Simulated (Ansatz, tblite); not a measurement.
# The cluster Hg3TeBr4: rung by rung

How do method and basis change the picture of the cluster Hg3TeBr4 (singlet)?

Program: Ansatz 0.2.0, Gaussian basis. Level of theory: as each input shows. These are calculated values, not measurements.

Levels to be run: GFN1-xTB, GFN2-xTB, PBE-D4/def2-TZVP, r2SCAN-D4/def2-TZVP, r2SCAN0-D4/def2-TZVP, r2SCANh-D4/def2-TZVP, PBE-D4/def2-SVP, PBE0-D4/def2-SVP, MP2/def2-SVP, RPA/def2-SVP.

5 further runs of the same task are left out: 3 that didn't finish, 2 set aside as unsound or not needed.

### Step 1. The relaxed structure

The singlet was relaxed beforehand with PBE-D4/def2-SVP. At that level it is the lowest of the isomers that a small search found.

8 atoms, charge 0, spin multiplicity 1.

Bond lengths: Hg1–Br6 2.482 Å, Hg1–Br7 2.485 Å, Hg2–Te4 2.686 Å, Hg2–Br5 2.464 Å, Hg3–Te4 2.685 Å, Hg3–Br8 2.462 Å. Angles: Br6–Hg1–Br7 169.1°, Te4–Hg2–Br5 176.6°, Te4–Hg3–Br8 176.4°, Hg2–Te4–Hg3 93.0°.

Geometry (Å):

| atom | x (Å) | y (Å) | z (Å) |
| --- | --- | --- | --- |
| Hg1 | -1.6792 | 0.5708 | 1.3069 |
| Hg2 | 1.5405 | 1.5631 | -0.6366 |
| Hg3 | -0.1005 | -1.9082 | -1.3027 |
| Te4 | -0.6847 | 0.6571 | -1.8369 |
| Br5 | 3.6588 | 2.3491 | 0.3468 |
| Br6 | -2.6187 | -1.7223 | 1.1669 |
| Br7 | -0.6423 | 2.7519 | 1.8936 |
| Br8 | 0.5261 | -4.2614 | -0.9380 |

Hg, Te take a core potential in the def2 sets. No spin-orbit coupling is included.

PBE0-D4/def2-TZVP was run before; its log isn't repeated, and its numbers join the tables.

### Step 2. GFN1-xTB

Tight binding, by tblite at 300 K electronic temperature and without a spin-polarisation term:

```python
tblite.interface.Calculator('GFN1-xTB', numbers, positions, charge=0, uhf=0).singlepoint()
```

Energy -602.5745 eV, HOMO -11.70 eV, LUMO -7.50 eV; 0.012 s.

### Step 3. GFN2-xTB

Tight binding, by tblite at 300 K electronic temperature and without a spin-polarisation term:

```python
tblite.interface.Calculator('GFN2-xTB', numbers, positions, charge=0, uhf=0).singlepoint()
```

Energy -599.8596 eV, HOMO -12.20 eV, LUMO -8.97 eV; 0.017 s.

### Step 4. PBE-D4/def2-TZVP

start.molden holds the orbitals of an earlier run on this state, given as this run's starting guess.

in.yaml reads:

```yaml
crystal:
  periodic: [false, false, false]
  atoms:
    - {symbol: Hg, position_ang: [-1.679217, 0.570764, 1.306880]}
    - {symbol: Hg, position_ang: [1.540460, 1.563084, -0.636634]}
    - {symbol: Hg, position_ang: [-0.100468, -1.908196, -1.302691]}
    - {symbol: Te, position_ang: [-0.684723, 0.657123, -1.836854]}
    - {symbol: Br, position_ang: [3.658829, 2.349089, 0.346777]}
    - {symbol: Br, position_ang: [-2.618742, -1.722297, 1.166927]}
    - {symbol: Br, position_ang: [-0.642274, 2.751859, 1.893618]}
    - {symbol: Br, position_ang: [0.526136, -4.261426, -0.938012]}
basis:
  gaussian: {orbitals: def2-TZVP, initial_orbitals: start.molden}
hamiltonian: {xc: pbe, dispersion: d4}
scf: {omitted_lower_state_checks: [starts]}
output: {orbitals: {seedname: orbitals}}
```

Command:

```
> ansatz run in.yaml --threads 6 --pin off --events-out ev --progress --plain --max-ram 7833MiB
```

Further steps of the session: r2SCAN-D4/def2-TZVP; r2SCAN0-D4/def2-TZVP; r2SCANh-D4/def2-TZVP; PBE-D4/def2-SVP; PBE0-D4/def2-SVP; MP2/def2-SVP; RPA/def2-SVP.

**Question.** What will the summary of the whole plan be? Wanted: gap in def2-TZVP, named functionals, smallest and largest; correlation energy, MP2/def2-SVP; binding an atom, functionals in def2-TZVP; PBE0 total energy, smallest basis above largest.

As calculated:

```
                                                 quantity                                   value
gap in def2-TZVP, named functionals, smallest and largest  2.61 eV (PBE-D4), 4.58 eV (r2SCAN0-D4)
                         correlation energy, MP2/def2-SVP                               -58.38 eV
                binding an atom, functionals in def2-TZVP   1.40 (r2SCAN0-D4) to 1.45 eV (PBE-D4)
          PBE0 total energy, smallest basis above largest          35.33 eV (def2-SVP, def2-TZVP)
```

**Reading.** Orbital gaps of the named functionals in def2-TZVP span 2.61 eV (PBE-D4) to 4.58 eV (r2SCAN0-D4); exact exchange widens it.
